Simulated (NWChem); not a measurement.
# GeN2H4 (SMILES [NH2][Ge][NH2]): levels of theory compared

Wanted: a comparison of 4 runs (HF/def2-SVP, HF/def2-SVPD, PBE0/def2-SVP, MP2/6-31G) of GeN2H4. 

Program for the calculation: NWChem 7.3.0.

### Step 1. The system as given

GeN2H4: 7 atoms, total charge 0, spin state singlet. SMILES: `[NH2][Ge][NH2]`. Geometry: relaxed at PBE0-D4/def2-TZVP. This is one conformer, not always the lowest.

Bond lengths: N1–Ge2 1.827 Å, Ge2–N3 1.827 Å, N1–H4 1.006 Å, N1–H5 1.008 Å, N3–H6 1.008 Å, N3–H7 1.006 Å. Angles: N1–Ge2–N3 97.3°, Ge2–N1–H4 120.9°, Ge2–N1–H5 126.9°, Ge2–N3–H6 126.9°, Ge2–N3–H7 120.9°, H4–N1–H5 112.3°, H6–N3–H7 112.3°.

### Step 2. Energy and gradient at HF/def2-SVP (run 1)

geh4n2.nw reads:

```
start geh4n2
title "GeH4N2 gradient"
memory total 2200 mb
charge 0

geometry units angstrom noautosym nocenter noautoz
N     -1.179700     0.092100    -0.683900
Ge    -0.069700    -1.237600    -0.102500
N      1.194700    -0.165000     0.665000
H     -2.029900    -0.124000    -1.176400
H     -1.047800     1.084700    -0.566600
H      1.191600     0.842500     0.702200
H      2.002000    -0.560700     1.116500
end

basis spherical bse
* library def2-SVP
end

scf
thresh 1e-08
maxiter 80
print medium
end

task scf gradient
```

Run with:

```console
$ nwchem geh4n2.nw > geh4n2.out
```

The log of the run:

```text
[...]
  functions       =    80
[...]
  wavefunction    = RHF
[...]
         Total SCF energy =  -2186.270717999363
      One-electron energy =  -3418.797037032865
      Two-electron energy =   1046.003885924276
 Nuclear repulsion energy =    186.522433109226
        Time for solution =      7.2s
[...]
                         RHF ENERGY GRADIENTS
    atom               coordinates                        gradient
                 x          y          z           x          y          z
   1 N      -2.229310   0.174044  -1.292384    0.000596   0.001970   0.000394
   2 Ge     -0.131714  -2.338725  -0.193697   -0.000631  -0.010229  -0.000843
   3 N       2.257656  -0.311805   1.256668   -0.000338   0.002058  -0.000149
   4 H      -3.835955  -0.234326  -2.223074   -0.003934  -0.002190  -0.002273
   5 H      -1.980055   2.049786  -1.070719    0.000931   0.005629   0.000764
   6 H       2.251797   1.592094   1.326966   -0.000175   0.005769   0.000083
   7 H       3.783231  -1.059569   2.109879    0.003551  -0.003007   0.002022
[...]
```

Run time: 9.3 s. Hardware: 1 thread of AMD EPYC 9R45 (Zen 5), shared host; peak memory 0.1 GiB.

### Step 3. Energy and forces at HF/def2-SVPD (run 2)

calc.nw reads:

```
start calc
title "GeH4N2"
memory total 2200 mb

geometry units angstroms noautosym nocenter noautoz
N     -1.179700     0.092100    -0.683900
Ge    -0.069700    -1.237600    -0.102500
N      1.194700    -0.165000     0.665000
H     -2.029900    -0.124000    -1.176400
H     -1.047800     1.084700    -0.566600
H      1.191600     0.842500     0.702200
H      2.002000    -0.560700     1.116500
end

basis spherical bse
* library def2-SVPD
end

scf
nopen 0
rhf
thresh 1e-08
maxiter 80
end

task scf gradient
```

Run with:

```console
$ nwchem calc.nw > calc.out
```

The log of the run:

```text
[...]
  functions       =   110
[...]
  wavefunction    = RHF
[...]
         Total SCF energy =  -2186.286457688269
      One-electron energy =  -3418.427702268335
      Two-electron energy =   1045.618811470840
 Nuclear repulsion energy =    186.522433109226
        Time for solution =     15.9s
[...]
                         RHF ENERGY GRADIENTS
    atom               coordinates                        gradient
                 x          y          z           x          y          z
   1 N      -2.229310   0.174044  -1.292384    0.004636  -0.002704   0.002496
   2 Ge     -0.131714  -2.338725  -0.193697   -0.000269  -0.004580  -0.000403
   3 N       2.257656  -0.311805   1.256668   -0.004900  -0.001684  -0.002935
   4 H      -3.835955  -0.234326  -2.223074   -0.006131  -0.002600  -0.003533
   5 H      -1.980055   2.049786  -1.070719    0.000973   0.007664   0.000877
   6 H       2.251797   1.592094   1.326966    0.000040   0.007786   0.000290
   7 H       3.783231  -1.059569   2.109879    0.005652  -0.003882   0.003208
[...]
```

Run time: 20 s. Hardware: 1 thread of AMD EPYC 9R45 (Zen 5), shared host; peak memory 0.1 GiB.

Run 3 isn't shown in full; the table further down has it.

### Step 4. Energy and gradient at MP2/6-31G (run 4)

run.py reads:

```python
from ase import Atoms
from ase.calculators.nwchem import NWChem

system = Atoms('NGeNHHHH', positions=[
    [-1.179700, 0.092100, -0.683900],
    [-0.069700, -1.237600, -0.102500],
    [1.194700, -0.165000, 0.665000],
    [-2.029900, -0.124000, -1.176400],
    [-1.047800, 1.084700, -0.566600],
    [1.191600, 0.842500, 0.702200],
    [2.002000, -0.560700, 1.116500],
])

calc = NWChem(
    label='geh4n2',
    theory='mp2',
    memory='2200 mb',
    basis='6-31G',
    basispar='spherical bse',
    scf={'nopen': '0', 'rhf': None, 'thresh': '1e-08', 'maxiter': '80', 'print': 'low'},
    mp2={'freeze': 'core 11', 'tight': None},
)
system.calc = calc

forces = system.get_forces()
e = system.get_potential_energy()
print(f"E = {e:.6f} eV")
print("forces (eV/A):")
for s, f in zip(system.symbols, forces):
    print(f"{s:2s} {f[0]:10.5f} {f[1]:10.5f} {f[2]:10.5f}")
```

Run with:

```console
$ export ASE_NWCHEM_COMMAND="nwchem PREFIX.nwi > PREFIX.nwo"
$ python run.py
```

The log of the run:

```text
E = -59502.505246 eV
forces (eV/A):
N    -0.08829    0.02890   -0.04520
Ge   -0.02551   -0.38891   -0.02900
N     0.08865    0.01039    0.05543
H    -0.31902   -0.13822   -0.19206
H     0.14270    0.33383    0.09379
H    -0.09729    0.35893   -0.04191
H     0.29876   -0.20492    0.15900
```

The calculator wrote geh4n2.nwi:

```
title "geh4n2"

permanent_dir geh4n2

scratch_dir geh4n2

start geh4n2

geometry units angstrom nocenter noautosym noautoz
  N  -1.1797000000000000e+00 9.2100000000000001e-02 -6.8389999999999995e-01
  Ge -6.9699999999999998e-02 -1.2376000000000000e+00 -1.0249999999999999e-01
  N  1.1947000000000001e+00 -1.6500000000000001e-01 6.6500000000000004e-01
  H  -2.0299000000000000e+00 -1.2400000000000000e-01 -1.1763999999999999e+00
  H  -1.0478000000000001e+00 1.0847000000000000e+00 -5.6659999999999999e-01
  H  1.1916000000000000e+00 8.4250000000000003e-01 7.0220000000000005e-01
  H  2.0019999999999998e+00 -5.6069999999999998e-01 1.1165000000000000e+00
end

memory 2200 mb

basis spherical bse noprint
   * library 6-31G
end

scf
  nopen 0
  rhf
  thresh 1e-08
  maxiter 80
  print low
end
mp2
  freeze core 11
  tight
end

task mp2 gradient
```

geh4n2.nwo:

```text
Northwest Computational Chemistry Package (NWChem) 7.3.0
             --------------------------------------------------------

           Job information
           ---------------

    nwchem branch   = 7.3.0
    use scalapack   = T
    input           = geh4n2.nwi
    prefix          = geh4n2.
    data base       = geh4n2/geh4n2.db
    status          = startup
    nproc           =        1

           Memory information
           ------------------

    heap     =     72089596 doubles =      550.0 Mbytes
    stack    =     72089601 doubles =      550.0 Mbytes
    global   =    144179200 doubles =     1100.0 Mbytes (distinct from heap & stack)
    total    =    288358397 doubles =     2200.0 Mbytes
    verify   = yes
    hardfail = no

           Directory information
           ---------------------

  0 permanent = geh4n2
  0 scratch   = geh4n2

                                NWChem Input Module
                                -------------------

                                      geh4n2
                                      ------

[... 27 lines left out ...]
            Nuclear Dipole moment (a.u.)
[... 69 lines left out ...]
       Final RHF  results
[... 2 lines left out ...]
         Total SCF energy =  -2186.252806314525
      One-electron energy =  -3418.617430692162
      Two-electron energy =   1045.842191268411
 Nuclear repulsion energy =    186.522433109225
[... 81 lines left out ...]
 CPHF converged to   9.2D-07 in    9 iters
[... 3 lines left out ...]
                Dipole Moments (a.u.)
[... 7 lines left out ...]
 MP2 RHF      natural orbital occupation numbers
[... 56 lines left out ...]
  MP2 natural orbitals output to geh4n2/geh4n2.mp2nos

                         mp2 ENERGY GRADIENTS

    atom               coordinates                        gradient
                 x          y          z           x          y          z
   1 N      -2.229310   0.174044  -1.292384    0.001717  -0.000562   0.000879
   2 Ge     -0.131714  -2.338725  -0.193697    0.000496   0.007563   0.000564
   3 N       2.257656  -0.311805   1.256668   -0.001724  -0.000202  -0.001078
   4 H      -3.835955  -0.234326  -2.223074    0.006204   0.002688   0.003735
   5 H      -1.980055   2.049786  -1.070719   -0.002775  -0.006492  -0.001824
   6 H       2.251797   1.592094   1.326966    0.001892  -0.006980   0.000815
   7 H       3.783231  -1.059569   2.109879   -0.005810   0.003985  -0.003092

                 ----------------------------------------
                 |  Time  |  1-e(secs)   |  2-e(secs)   |
                 ----------------------------------------
                 |  CPU   |       0.00   |       1.14   |
                 ----------------------------------------
                 |  WALL  |       0.00   |       1.14   |
                 ----------------------------------------
 -----------------------
 Task  times  cpu:       13.4s     wall:       13.4s
 Total times  cpu:       13.4s     wall:       13.4s
```

Wall time 14 s (1 thread of AMD EPYC 9R45 (Zen 5), shared host); peak memory 0.13 GiB.

### Step 5. All runs side by side

| run | level | iteration cap | module | energy (Eh) | dipole moment (D) | largest force (eV/Å) | wall time |
| --- | --- | --- | --- | --- | --- | --- | --- |
| 1 | HF/def2-SVP | 80 | scf | -2186.270718 | 1.57 | 0.529 | 9.3 s |
| 2 | HF/def2-SVPD | 80 | scf | -2186.286458 | 1.45 | 0.401 | 20 s |
| 3 | PBE0/def2-SVP | 100 | dft | -2188.204773 | – | 0.409 | 13 s |
| 4 | MP2/6-31G | 80 | mp2 | -2186.676753 | 1.95 | 0.397 | 14 s |

### Step 6. Results

| quantity | value |
| --- | --- |
| run 4: total energy | -2186.67675 Eh |
| run 4: dipole moment (of the density that the program reports) | 1.95 D |
| run 4: correlation energy (11 core orbitals frozen) | -423.9 mEh |
| run 4: largest force on an atom | 0.397 eV/Å |

What this shows: Over runs 1, 2, 4 the dipole moment (its size) runs from 1.45 D (HF/def2-SVPD) to 1.95 D (MP2/6-31G). The two ends differ in method and basis. All runs together took 56 s, the longest 20 s.
